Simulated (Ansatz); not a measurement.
# Cl₂FH₃OSi₂: up Jacob's ladder to CCSD(T)

Aim: compute Cl₂FH₃OSi₂ with functionals from several rungs and with coupled cluster. The yardstick is the atomisation energy at the CCSD(T) limit.

Method: functionals in def2-TZVPP, the program's frozen cores in correlated methods; program: Ansatz 0.2.0, Gaussian basis.

Levels to be run: PBE-D4, r2SCAN-D4, PBE0-D4, B3LYP-D4, ωB97X-V, ωB97M-V, B2PLYP; CCSD(T)/def2-TZVPP; MP2/def2-QZVPP; extrapolation to the limit.

## Step 1: The relaxed structure

All runs share one geometry, relaxed beforehand with PBE0-D4 in a triple-zeta def2 set.

SMILES `O[SiH](F)[SiH](Cl)Cl`, 9 atoms, charge 0, spin multiplicity 1.

Atoms are counted from 1 here; the program's logs count them from 0.

Bond lengths: O1–Si2 1.629 Å, O1–H7 0.960 Å, Si2–F3 1.599 Å, Si2–Si4 2.350 Å, Si2–H8 1.477 Å, Si4–Cl5 2.050 Å, Si4–Cl6 2.062 Å, Si4–H9 1.479 Å. Angles: Si2–O1–H7 118.2°, O1–Si2–F3 111.5°, O1–Si2–Si4 108.5°, O1–Si2–H8 107.0°, F3–Si2–Si4 106.5°, F3–Si2–H8 107.9°, Si4–Si2–H8 115.5°, Si2–Si4–Cl5 109.2°, Si2–Si4–Cl6 105.1°, Si2–Si4–H9 118.1°, Cl5–Si4–Cl6 109.3°, Cl5–Si4–H9 107.7°, Cl6–Si4–H9 107.3°.

## Step 2: PBE-D4 (GGA)

in.yaml

```yaml
crystal:
  periodic: [false, false, false]
  atoms:
    - {symbol: O, position_ang: [1.839348, -0.673997, -0.452149]}
    - {symbol: Si, position_ang: [0.407935, -1.030778, 0.237934]}
    - {symbol: F, position_ang: [0.558642, -1.259323, 1.813010]}
    - {symbol: Si, position_ang: [-1.031081, 0.807003, -0.036405]}
    - {symbol: Cl, position_ang: [-1.858671, 0.742513, -1.910665]}
    - {symbol: Cl, position_ang: [0.183525, 2.466772, 0.113932]}
    - {symbol: H, position_ang: [2.178855, 0.219081, -0.357169]}
    - {symbol: H, position_ang: [-0.057408, -2.297484, -0.361246]}
    - {symbol: H, position_ang: [-2.132642, 0.979812, 0.935859]}
basis:
  gaussian: {orbitals: def2-TZVPP}
hamiltonian: {xc: pbe, dispersion: d4}
output: {forces: true, orbitals: {seedname: orbitals}}
```

Launch:

```sh
$ ansatz run in.yaml --threads 4 --pin off --events-out ev --progress --plain --max-ram 10444MiB
```

Further steps of the session: r2SCAN-D4 (meta-GGA); PBE0-D4 (hybrid); B3LYP-D4 (hybrid); ωB97X-V (range-separated); ωB97M-V (range-separated); B2PLYP (double hybrid); CCSD(T) in def2-TZVPP; MP2 in def2-QZVPP.

**Question.** What will the summary of the whole plan be? Wanted: atomisation energy, CCSD(T)/CBS; farthest; mean size of error, hybrid; mean size of error, range-separated; gap, smallest and largest; T1 diagnostic; triples share of the correlation energy.

**Answer**, as computed:

```
                               quantity                                 value
        atomisation energy, CCSD(T)/CBS                         3214.8 kJ/mol
 functionals within 16.1 kJ/mol (0.5 %)   PBE-D4, r2SCAN-D4, ωB97X-V, ωB97M-V
                               farthest                 B2PLYP (-76.6 kJ/mol)
             mean size of error, hybrid                           51.3 kJ/mol
    mean size of error, range-separated                            4.6 kJ/mol
              gap, smallest and largest  5.19 eV (PBE-D4), 11.66 eV (ωB97X-V)
                          T1 diagnostic                                0.0113
triples share of the correlation energy                                 3.6 %
```

**Reading.** PBE-D4 is off by +8.8 kJ/mol. Double hybrids carry the basis error of their MP2 part in triple zeta, and no dispersion term here, so their miss is partly the set-up's. Misses under about 16.1 kJ/mol are within the doubt on the reference itself, which lacks core-valence correlation, relativity and higher excitations. Hartree-Fock recovers 73 % of the binding; the rest is correlation. Orbital gaps span 5.2 to 11.7 eV; exact exchange widens them.
